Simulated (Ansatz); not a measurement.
**GeAsH2 (quartet): wave-function methods side by side, cc-pVTZ**

One table from this session's results is given with a row withheld; the runs are named, their logs left out.

Program: Ansatz 0.2.0, Gaussian basis. Level of theory: cc-pVTZ, core rule «outside noble gas», up to 28 orbitals frozen. These are calculated values, not measurements.

The runs, in order: UHF; CCSD(T) on ROHF; CCSD(T) on UHF; BCCD(T) on ROHF; CCSDT(Q) on ROHF; CCSDT(Q) on UHF; CASSCF and MRCISD+Q, 11 electrons in 10 orbitals; CASSCF and NEVPT2, 11 electrons in 10 orbitals.

3 further runs of the same task are left out: 3 set aside as unsound or not needed.

## The system

The geometry is a PBE0/def2-TZVP stationary point (not a proven minimum). No spin-orbit coupling is included. The filled d shell of Ge, As may be among the frozen orbitals whatever the setting's name suggests; the logs give the count.

4 atoms, charge 0, spin multiplicity 4.

Atoms are counted from 1 here; the program's logs count them from 0.

Bond lengths: Ge1–As2 2.536 Å, As2–H3 1.528 Å, As2–H4 1.528 Å. Angles: Ge1–As2–H3 101.5°, Ge1–As2–H4 101.5°, H3–As2–H4 91.4°.

Set-up of the first run:

The input, in.yaml:

```yaml
crystal:
  periodic: [false, false, false]
  atoms:
    - {symbol: Ge, position_ang: [0.023811, 0.000000, 1.308474]}
    - {symbol: As, position_ang: [-0.049053, 0.000000, -1.226664]}
    - {symbol: H, position_ang: [0.965114, 1.093504, -1.559579]}
    - {symbol: H, position_ang: [0.965111, -1.093507, -1.559579]}
basis:
  gaussian: {orbitals: cc-pVTZ}
magnetization: {spin_polarized: true, initial_magnetization: 3}
hamiltonian: {xc: hf}
output: {orbitals: {seedname: orbitals}}
```

Started as:

```bash
ansatz run in.yaml --threads 1 --pin off --events-out ev --progress --plain --max-ram 4096MiB --backend cpu
```

Steps of the session up to this table: UHF; CCSD(T) on ROHF; CCSD(T) on UHF; BCCD(T) on ROHF; CCSDT(Q) on ROHF; CCSDT(Q) on UHF; CASSCF and MRCISD+Q, 11 electrons in 10 orbitals; CASSCF and NEVPT2, 11 electrons in 10 orbitals.

One table of the session follows, with a row left open; its other results are not shown here.

It belongs to the step «Misses and costs». 

```
          method  from UCCSDT(Q) (meV)
            ROHF               +6772.0
             UHF               +6573.6
            RMP2               +1236.1
            UMP2               +1267.4
           RCCSD                +343.7
           UCCSD                +319.9
        RCCSD(T)                 +69.2
        UCCSD(T)                 +54.0
         BCCD(T)                     ?
          RCCSDT                 +31.6
          UCCSDT                 +13.8
       RCCSDT(Q)                 +17.4
       UCCSDT(Q)                     0
  CASSCF valence               +5208.6
  NEVPT2 valence               +1218.9
  MRCISD valence                +549.3
MRCISD+Q valence                +108.5
```

Q: Estimate the row for BCCD(T) from the others.

The run gave: from UCCSDT(Q) (meV): +68.9. In the column «from UCCSDT(Q) (meV)» it lies between UCCSD(T) (+54.0) and RCCSD(T) (+69.2).

With the free atoms at the same levels and basis (separate runs), the atomisation energy is 6.456 eV at UCCSDT(Q), 6.448 eV at RCCSD(T), 6.434 eV at UCCSD(T), 4.083 eV at ROHF.

To keep in mind: Restricted and unrestricted rows rest on different reference determinants; where their highest levels disagree by more than a few hundredths of an eV, they describe different states and don't form one ladder.
